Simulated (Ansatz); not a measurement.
# C2H7GaS: up Jacob's ladder to CCSD(T)

An exercise on one series of results from a longer session: the logs are not shown, and one member is left open.

Computed with Ansatz 0.2.0, Gaussian basis. Level: functionals in def2-TZVPP, the program's frozen cores in correlated methods.

The runs, in order: LDA (SPW92), PBE-D4, revPBE-D4, BLYP-D4, r2SCAN-D4, B97M-V, PBE0-D4, B3LYP-D4, r2SCANh-D4, r2SCAN0-D4, HSE06-D4, BHLYP-D4, CAM-B3LYP-D4, LC-ωPBE, ωB97X-V, ωB97M-V, B2PLYP, PBE-QIDH; CCSD(T)/def2-SVP; CCSD(T)/def2-TZVPP; MP2/def2-QZVPP; extrapolation to the limit; RPA on PBE.

## Structure used throughout

An earlier PBE0-D4 in a triple-zeta def2 set relaxation fixed the geometry.

SMILES `[CH3][GaH][CH2]S`, 11 atoms, charge 0, spin multiplicity 1.

Atoms are counted from 1 here; the program's logs count them from 0.

Bond lengths: C1–Ga2 1.965 Å, C1–H5 1.094 Å, C1–H6 1.091 Å, C1–H7 1.091 Å, Ga2–C3 1.977 Å, Ga2–H8 1.572 Å, C3–S4 1.839 Å, C3–H9 1.087 Å, C3–H10 1.090 Å, S4–H11 1.344 Å. Angles: Ga2–C1–H5 109.8°, Ga2–C1–H6 111.3°, Ga2–C1–H7 111.3°, H5–C1–H6 108.0°, H5–C1–H7 107.6°, H6–C1–H7 108.8°, C1–Ga2–C3 119.1°, C1–Ga2–H8 125.0°, C3–Ga2–H8 115.7°, Ga2–C3–S4 88.7°, Ga2–C3–H9 123.9°, Ga2–C3–H10 114.8°, S4–C3–H9 110.7°, S4–C3–H10 105.2°, H9–C3–H10 109.9°, C3–S4–H11 97.3°.

Coordinates:

```xyz
11
charge 0, multiplicity 1
C    -1.1499    1.4943   -0.3969
Ga    0.4373    0.3400   -0.4940
C     0.8696   -0.8298    1.0407
S    -0.0920   -2.1734    0.2333
H    -0.8432    2.5319   -0.2365
H    -1.8007    1.2033    0.4293
H    -1.7229    1.4597   -1.3249
H     1.3554    0.1738   -1.7591
H     1.8737   -1.1683    1.2811
H     0.3258   -0.6012    1.9568
H     0.8124   -2.4873   -0.7095
```

The first run:

in.yaml reads:

```yaml
crystal:
  periodic: [false, false, false]
  atoms:
    - {symbol: C, position_ang: [-1.149922, 1.494340, -0.396887]}
    - {symbol: Ga, position_ang: [0.437267, 0.339985, -0.493974]}
    - {symbol: C, position_ang: [0.869580, -0.829784, 1.040707]}
    - {symbol: S, position_ang: [-0.092039, -2.173390, 0.233315]}
    - {symbol: H, position_ang: [-0.843215, 2.531896, -0.236476]}
    - {symbol: H, position_ang: [-1.800726, 1.203311, 0.429340]}
    - {symbol: H, position_ang: [-1.722934, 1.459712, -1.324880]}
    - {symbol: H, position_ang: [1.355446, 0.173801, -1.759081]}
    - {symbol: H, position_ang: [1.873738, -1.168350, 1.281076]}
    - {symbol: H, position_ang: [0.325833, -0.601245, 1.956838]}
    - {symbol: H, position_ang: [0.812370, -2.487278, -0.709476]}
basis:
  gaussian: {orbitals: def2-TZVPP}
hamiltonian: {xc: lda}
output: {orbitals: {seedname: orbitals}}
```

Steps of the session up to this table: LDA; PBE-D4 (GGA); revPBE-D4 (GGA); BLYP-D4 (GGA); r2SCAN-D4 (meta-GGA); B97M-V (meta-GGA); PBE0-D4 (hybrid); B3LYP-D4 (hybrid); r2SCANh-D4 (hybrid); r2SCAN0-D4 (hybrid); HSE06-D4 (hybrid); BHLYP-D4 (hybrid); CAM-B3LYP-D4 (range-separated); LC-ωPBE (range-separated); ωB97X-V (range-separated); ωB97M-V (range-separated); B2PLYP (double hybrid); PBE-QIDH (double hybrid).

One table of the session follows, with a row left open; its other results are not shown here.

It belongs to the step «Frontier levels by functional». 

| functional | HOMO (eV) | gap (eV) |
| --- | --- | --- |
| LDA (SPW92) | -5.74 | 4.31 |
| PBE-D4 | -5.60 | 4.41 |
| revPBE-D4 | -5.54 | 4.46 |
| BLYP-D4 | -5.45 | 4.33 |
| r2SCAN-D4 | -5.81 | 4.90 |
| B97M-V | -5.88 | 4.80 |
| PBE0-D4 | -6.71 | 6.30 |
| B3LYP-D4 | -6.50 | 5.83 |
| r2SCANh-D4 | -6.23 | 5.59 |
| r2SCAN0-D4 | ? | ? |
| HSE06-D4 | -6.32 | 5.54 |
| BHLYP-D4 | -7.72 | 8.04 |
| CAM-B3LYP-D4 | -8.00 | 8.46 |
| LC-ωPBE | -9.33 | 10.93 |
| ωB97X-V | -8.99 | 10.44 |
| ωB97M-V | -8.85 | 10.06 |

**Question.** Estimate the row for r2SCAN0-D4.

Worked estimate for «HOMO (eV)». Against the share of exact exchange, r2SCAN-D4 (0, -5.81), r2SCANh-D4 (0.1, -6.23) give a slope of -4.20 per unit share; at 0.25 the line stands at -6.86.

**Answer.** HOMO (eV): -6.86; gap (eV): 6.61. In «HOMO (eV)» the line misses by 0.00.
